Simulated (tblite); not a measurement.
# C5H8BBr: the cost of one run

The runs use tblite 0.8.0 and PySCF 2.14.0, with density-fitted response routines of our own; the level of theory stands in each step. All values are computed, except where a source is named. Atoms count from 0, in the outputs and in this text.

## 1. Starting geometry

15 atoms, charge 0, multiplicity 1; geometry from: force field or distance geometry start.

Bonds of the start (Å): C0–C1 1.23, C1–C2 1.45, C2–C3 1.50, C3–B4 1.58, B4–C5 1.61, B4–Br6 2.01, C0–H7 1.08, C2–H8 1.12, C2–H9 1.11, C3–H10 1.12, C3–H11 1.12, C5–H12 1.11, C5–H13 1.11, C5–H14 1.12.

## 2. Relaxing the molecule with GFN2-xTB

What the job is given:

```
{"job": {"kind": "relax", "xc": "GFN2-xTB", "basis": "xTB"}, "charge": 0, "multiplicity": 1}
C      2.936100     0.166600     0.840600
C      2.101800    -0.082300    -0.030700
C      1.112300    -0.384100    -1.042700
C     -0.139300    -0.922000    -0.418800
B     -0.807500     0.054600     0.627500
C     -2.229700     0.645000     0.158900
Br    -0.641800    -0.424900     2.567300
H      3.651700     0.384700     1.614800
H      0.920000     0.537900    -1.639700
H      1.466700    -1.134300    -1.775300
H      0.093100    -1.875800     0.118300
H     -0.882500    -1.209600    -1.203900
H     -2.450200     1.530700     0.797500
H     -2.954800    -0.180200     0.296400
H     -2.180400     0.890400    -0.932000
```

Run with:

```sh
$ OMP_NUM_THREADS=1 python probes_run.py task.json out
```

One launch serves the whole session: the jobs run in the order shown.

**Question.** How long does this first job take on 1 thread of Arm Neoverse V1, shared host?

About 1 s.
